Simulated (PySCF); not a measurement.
# A gas-phase reaction: ClF2H2NSi + H2S → ClF2HSSi + H3N

Wanted: the reaction energy for `N[Si](F)(F)Cl` + `S` → `F[Si](F)(S)Cl` + `N`.

Computed with PySCF 2.14.0; each step states its level. No surroundings beyond the atoms listed, unless a continuum is named. Atoms count from 0, parts from 1.

### Step 1. The system as given

Each species was relaxed by itself at PBE0-D3(BJ)/def2-SVPD.

### Step 2. Reaction energy: wB97M-D3(BJ)/def2-TZVPD

Job settings and geometry (Å):

```
{"job": {"kind": "react", "xc": "wB97M-D3(BJ)", "basis": "def2-TZVPD"}, "charge": 0, "multiplicity": 1}
-1 ClF2H2NSi charge 0 multiplicity 1
N      0.324660     0.676050    -0.858890
Si    -0.135140    -0.414450     0.339750
F      0.615440    -1.845100     0.301780
F      0.240430     0.181910     1.790260
Cl    -2.132440    -0.798980     0.210180
H      1.215040     1.153360    -0.846880
H     -0.151910     0.728000    -1.747390

-1 H2S charge 0 multiplicity 1
S     -0.004360     0.615450     0.001590
H      0.967600    -0.321420     0.001720
H     -0.982150    -0.315300    -0.005950

+1 ClF2HSSi charge 0 multiplicity 1
F      1.620090    -1.040990    -0.174070
Si     0.151480    -0.411690     0.022020
F     -0.844120    -1.273100    -0.907630
S      0.277140     1.605500    -0.559430
Cl    -0.466450    -0.684280     1.945160
H     -0.960350     1.887490    -0.090250

+1 H3N charge 0 multiplicity 1
N      0.002430    -0.002150     0.284400
H      0.922150    -0.215450    -0.090390
H     -0.642920    -0.685960    -0.100060
H     -0.267920     0.904660    -0.085050
```

Level: wB97M-D3(BJ)/def2-TZVPD reaction energy of separated species, gas phase.

The run is started by

```console
> OMP_NUM_THREADS=1 python cluster_run.py task.json out
```

The driver reads the jobs from task.json and runs them one after another.

Log:

```text
species 1 (ClF2H2NSi)
coarse grid: 33392 points
cycle   1  E = -1005.7358405846  dE =  4.761e-01  |g| = 7.847e-01  |ddm| = 2.099e+00
cycle   2  E = -1005.7438682101  dE = -8.028e-03  |g| = 8.680e-01  |ddm| = 9.261e-01
cycle   3  E = -1005.8472715097  dE = -1.034e-01  |g| = 5.594e-02  |ddm| = 4.305e-01
cycle   4  E = -1005.8478186470  dE = -5.471e-04  |g| = 2.769e-02  |ddm| = 6.232e-02
cycle   5  E = -1005.8479702056  dE = -1.516e-04  |g| = 6.194e-03  |ddm| = 1.977e-02
cycle   6  E = -1005.8479791228  dE = -8.917e-06  |g| = 2.141e-03  |ddm| = 6.527e-03
final grid: 68616 points
cycle   7  E = -1005.8479357616  dE = -7.376e-07  |g| = 1.903e-03  |ddm| = 3.685e-03
cycle   8  E = -1005.8479358852  dE = -1.236e-07  |g| = 1.757e-03  |ddm| = 1.999e-03
cycle   9  E = -1005.8479364433  dE = -5.581e-07  |g| = 1.272e-04  |ddm| = 8.747e-04
cycle  10  E = -1005.8479364474  dE = -4.116e-09  |g| = 4.828e-05  |ddm| = 1.279e-04
cycle  11  E = -1005.8479364486  dE = -1.141e-09  |g| = 1.910e-05  |ddm| = 9.101e-05
cycle  12  E = -1005.8479364486  dE = -6.003e-11  |g| = 2.912e-06  |ddm| = 1.216e-05
converged SCF energy = -1005.8479364486

species 2 (H2S)
coarse grid: 11264 points
cycle   1  E = -399.4336013913  dE = -1.424e-01  |g| = 1.945e-01  |ddm| = 1.016e+00
cycle   2  E = -399.4459454106  dE = -1.234e-02  |g| = 1.106e-01  |ddm| = 2.399e-01
cycle   3  E = -399.4491447529  dE = -3.199e-03  |g| = 1.578e-02  |ddm| = 9.278e-02
cycle   4  E = -399.4492190948  dE = -7.434e-05  |g| = 4.851e-03  |ddm| = 1.790e-02
cycle   5  E = -399.4492313320  dE = -1.224e-05  |g| = 9.336e-04  |ddm| = 7.536e-03
cycle   6  E = -399.4492320632  dE = -7.312e-07  |g| = 1.776e-04  |ddm| = 2.124e-03
final grid: 22496 points
cycle   7  E = -399.4492196651  dE = -2.322e-08  |g| = 1.134e-04  |ddm| = 6.066e-04
cycle   8  E = -399.4492196681  dE = -2.973e-09  |g| = 6.804e-05  |ddm| = 1.499e-04
cycle   9  E = -399.4492196689  dE = -7.658e-10  |g| = 8.728e-06  |ddm| = 5.990e-05
converged SCF energy = -399.4492196689

species 3 (ClF2HSSi)
coarse grid: 32120 points
cycle   1  E = -1348.5747582213  dE =  4.812e-01  |g| = 7.939e-01  |ddm| = 2.071e+00
cycle   2  E = -1348.5725269278  dE =  2.231e-03  |g| = 9.262e-01  |ddm| = 9.959e-01
cycle   3  E = -1348.6971575855  dE = -1.246e-01  |g| = 5.544e-02  |ddm| = 4.855e-01
cycle   4  E = -1348.6978265214  dE = -6.689e-04  |g| = 2.490e-02  |ddm| = 6.794e-02
cycle   5  E = -1348.6979685252  dE = -1.420e-04  |g| = 4.678e-03  |ddm| = 2.114e-02
cycle   6  E = -1348.6979768933  dE = -8.368e-06  |g| = 1.166e-03  |ddm| = 7.316e-03
final grid: 64000 points
cycle   7  E = -1348.6979476182  dE = -6.558e-07  |g| = 7.992e-04  |ddm| = 2.534e-03
cycle   8  E = -1348.6979476979  dE = -7.976e-08  |g| = 7.542e-04  |ddm| = 1.114e-03
cycle   9  E = -1348.6979477955  dE = -9.755e-08  |g| = 1.017e-04  |ddm| = 4.213e-04
cycle  10  E = -1348.6979477996  dE = -4.171e-09  |g| = 5.005e-05  |ddm| = 1.229e-04
cycle  11  E = -1348.6979478009  dE = -1.237e-09  |g| = 1.025e-05  |ddm| = 8.719e-05
cycle  12  E = -1348.6979478009  dE = -3.092e-11  |g| = 2.437e-06  |ddm| = 1.277e-05
converged SCF energy = -1348.6979478009

species 4 (H3N)
coarse grid: 12536 points
cycle   1  E = -56.5694048530  dE = -1.294e-01  |g| = 3.023e-01  |ddm| = 1.089e+00
cycle   2  E = -56.5779587547  dE = -8.554e-03  |g| = 2.716e-01  |ddm| = 2.675e-01
cycle   3  E = -56.5918801445  dE = -1.392e-02  |g| = 2.124e-02  |ddm| = 1.115e-01
cycle   4  E = -56.5919857379  dE = -1.056e-04  |g| = 5.194e-03  |ddm| = 1.727e-02
cycle   5  E = -56.5919968741  dE = -1.114e-05  |g| = 7.323e-04  |ddm| = 8.711e-03
cycle   6  E = -56.5919972892  dE = -4.151e-07  |g| = 1.111e-04  |ddm| = 3.174e-03
final grid: 27112 points
cycle   7  E = -56.5919843846  dE = -1.746e-08  |g| = 6.571e-05  |ddm| = 8.923e-04
cycle   8  E = -56.5919843868  dE = -2.202e-09  |g| = 5.315e-05  |ddm| = 2.824e-04
cycle   9  E = -56.5919843875  dE = -6.851e-10  |g| = 1.262e-05  |ddm| = 5.620e-05
converged SCF energy = -56.5919843875

Reaction energy = 4.439 kcal/mol
```

It took 67 s on 1 thread of Arm Neoverse N1, shared host; peak memory 0.77 GiB.

Species by species (with the dispersion term, which the log's SCF energies lack):

| ν | species | energy (Eh) | HOMO (eV) |
| --- | --- | --- | --- |
| -1 | N[Si](F)(F)Cl | -1005.85497 | -11.18 |
| -1 | S | -399.45056 | -9.89 |
| +1 | F[Si](F)(S)Cl | -1348.70488 | -10.81 |
| +1 | N | -56.59358 | -10.26 |

### Step 3. Reaction energy: PBE0-D3(BJ)/def2-TZVPD

Settings changed since step 2:

```diff
@@ -1,2 +1,2 @@
-{"job": {"kind": "react", "xc": "wB97M-D3(BJ)", "basis": "def2-TZVPD"}, "charge": 0, "multiplicity": 1}
+{"job": {"kind": "react", "xc": "PBE0", "basis": "def2-TZVPD", "disp": "d3bj"}, "charge": 0, "multiplicity": 1}
 -1 ClF2H2NSi charge 0 multiplicity 1
```

Method: PBE0-D3(BJ)/def2-TZVPD reaction energy of separated species, gas phase.

Log:

```text
species 1 (ClF2H2NSi)
coarse grid: 7728 points
cycle   1  E = -1005.0741156687  dE =  4.833e-01  |g| = 8.067e-01  |ddm| = 2.213e+00
cycle   2  E = -1004.9664072869  dE =  1.077e-01  |g| = 1.195e+00  |ddm| = 1.078e+00
cycle   3  E = -1005.1796908502  dE = -2.133e-01  |g| = 7.661e-02  |ddm| = 6.255e-01
cycle   4  E = -1005.1805664522  dE = -8.756e-04  |g| = 3.619e-02  |ddm| = 6.788e-02
cycle   5  E = -1005.1807902301  dE = -2.238e-04  |g| = 8.010e-03  |ddm| = 2.074e-02
cycle   6  E = -1005.1808033272  dE = -1.310e-05  |g| = 1.962e-03  |ddm| = 6.486e-03
cycle   7  E = -1005.1808039117  dE = -5.846e-07  |g| = 4.968e-04  |ddm| = 1.666e-03
final grid: 68616 points
cycle   8  E = -1005.1835765695  dE = -3.838e-05  |g| = 6.139e-03  |ddm| = 3.053e-02
cycle   9  E = -1005.1835719308  dE =  4.639e-06  |g| = 7.742e-03  |ddm| = 7.135e-03
cycle  10  E = -1005.1835830017  dE = -1.107e-05  |g| = 5.760e-04  |ddm| = 4.082e-03
cycle  11  E = -1005.1835830563  dE = -5.459e-08  |g| = 1.664e-04  |ddm| = 4.963e-04
cycle  12  E = -1005.1835830609  dE = -4.623e-09  |g| = 6.770e-05  |ddm| = 1.447e-04
cycle  13  E = -1005.1835830617  dE = -7.685e-10  |g| = 1.261e-05  |ddm| = 4.313e-05
converged SCF energy = -1005.1835830617

species 2 (H2S)
coarse grid: 2864 points
cycle   1  E = -399.2518634233  dE = -9.250e-02  |g| = 1.630e-01  |ddm| = 1.023e+00
cycle   2  E = -399.2538576503  dE = -1.994e-03  |g| = 1.600e-01  |ddm| = 2.978e-01
cycle   3  E = -399.2614718344  dE = -7.614e-03  |g| = 1.497e-02  |ddm| = 1.477e-01
cycle   4  E = -399.2614864463  dE = -1.461e-05  |g| = 1.103e-03  |ddm| = 5.881e-03
cycle   5  E = -399.2614868267  dE = -3.804e-07  |g| = 6.136e-04  |ddm| = 1.717e-03
final grid: 22496 points
cycle   6  E = -399.2625175156  dE = -7.085e-06  |g| = 4.896e-03  |ddm| = 1.692e-02
cycle   7  E = -399.2625181484  dE = -6.328e-07  |g| = 3.960e-03  |ddm| = 6.698e-03
cycle   8  E = -399.2625210809  dE = -2.932e-06  |g| = 2.911e-04  |ddm| = 3.504e-03
cycle   9  E = -399.2625211087  dE = -2.777e-08  |g| = 3.582e-05  |ddm| = 2.357e-04
cycle  10  E = -399.2625211090  dE = -3.617e-10  |g| = 6.382e-06  |ddm| = 2.919e-05
converged SCF energy = -399.2625211090

species 3 (ClF2HSSi)
coarse grid: 7664 points
cycle   1  E = -1347.8211699723  dE =  4.961e-01  |g| = 7.618e-01  |ddm| = 2.155e+00
cycle   2  E = -1347.6897507784  dE =  1.314e-01  |g| = 1.224e+00  |ddm| = 1.108e+00
cycle   3  E = -1347.9172889990  dE = -2.275e-01  |g| = 6.393e-02  |ddm| = 6.655e-01
cycle   4  E = -1347.9180414965  dE = -7.525e-04  |g| = 2.924e-02  |ddm| = 7.923e-02
cycle   5  E = -1347.9181964401  dE = -1.549e-04  |g| = 5.779e-03  |ddm| = 2.455e-02
cycle   6  E = -1347.9182040718  dE = -7.632e-06  |g| = 2.383e-03  |ddm| = 6.163e-03
final grid: 64000 points
cycle   7  E = -1347.9263323114  dE = -3.449e-05  |g| = 6.074e-03  |ddm| = 3.118e-02
cycle   8  E = -1347.9263301767  dE =  2.135e-06  |g| = 6.261e-03  |ddm| = 9.176e-03
cycle   9  E = -1347.9263382658  dE = -8.089e-06  |g| = 9.776e-04  |ddm| = 5.243e-03
cycle  10  E = -1347.9263384168  dE = -1.510e-07  |g| = 2.045e-04  |ddm| = 5.970e-04
cycle  11  E = -1347.9263384254  dE = -8.660e-09  |g| = 5.617e-05  |ddm| = 1.860e-04
cycle  12  E = -1347.9263384260  dE = -6.044e-10  |g| = 1.563e-05  |ddm| = 4.316e-05
converged SCF energy = -1347.9263384260

species 4 (H3N)
coarse grid: 2928 points
cycle   1  E = -56.4895163403  dE = -9.632e-02  |g| = 3.707e-01  |ddm| = 1.101e+00
cycle   2  E = -56.4630950045  dE =  2.642e-02  |g| = 5.179e-01  |ddm| = 4.422e-01
cycle   3  E = -56.5201967557  dE = -5.710e-02  |g| = 1.575e-02  |ddm| = 2.483e-01
cycle   4  E = -56.5202452278  dE = -4.847e-05  |g| = 3.353e-03  |ddm| = 8.634e-03
cycle   5  E = -56.5202473986  dE = -2.171e-06  |g| = 3.220e-04  |ddm| = 2.235e-03
final grid: 27112 points
cycle   6  E = -56.5150254244  dE = -1.144e-05  |g| = 5.657e-03  |ddm| = 1.619e-02
cycle   7  E = -56.5150198850  dE =  5.539e-06  |g| = 7.743e-03  |ddm| = 5.831e-03
cycle   8  E = -56.5150318247  dE = -1.194e-05  |g| = 1.433e-04  |ddm| = 3.501e-03
cycle   9  E = -56.5150318293  dE = -4.531e-09  |g| = 3.175e-05  |ddm| = 9.490e-05
cycle  10  E = -56.5150318296  dE = -2.947e-10  |g| = 3.531e-06  |ddm| = 2.983e-05
converged SCF energy = -56.5150318296

Reaction energy = 2.575 kcal/mol
```

Wall time 33 s (1 thread of Arm Neoverse N1, shared host); peak memory 0.66 GiB.

Reaction energy at this level: 2.58 kcal/mol.

### Step 4. Side by side

Energies in kcal/mol, with wall time:

| run | reaction | time |
| --- | --- | --- |
| wB97M-D3(BJ)/def2-TZVPD | 4.44 | 67 s |
| PBE0-D3(BJ)/def2-TZVPD | 2.58 | 33 s |

### Step 5. Results

```
                                                quantity                  value
               reaction energy (wB97M-D3(BJ)/def2-TZVPD)          4.44 kcal/mol
                     ΔH, ΔG at 298 K (xTB thermal terms)    +6.7, +6.9 kcal/mol
range of the reaction energy over the runs of this table  2.58 to 4.44 kcal/mol
```

The reaction is endothermic by 6.7 kcal/mol in the gas phase; dispersion gives -0.09, and xTB itself gave 12.38 for the electronic energy (xTB energies and thermal terms come from the earlier relaxation of each species, not shown). No barrier was sought. The reaction energy runs from 2.58 (PBE0-D3(BJ)/def2-TZVPD) to 4.44 kcal/mol (wB97M-D3(BJ)/def2-TZVPD).
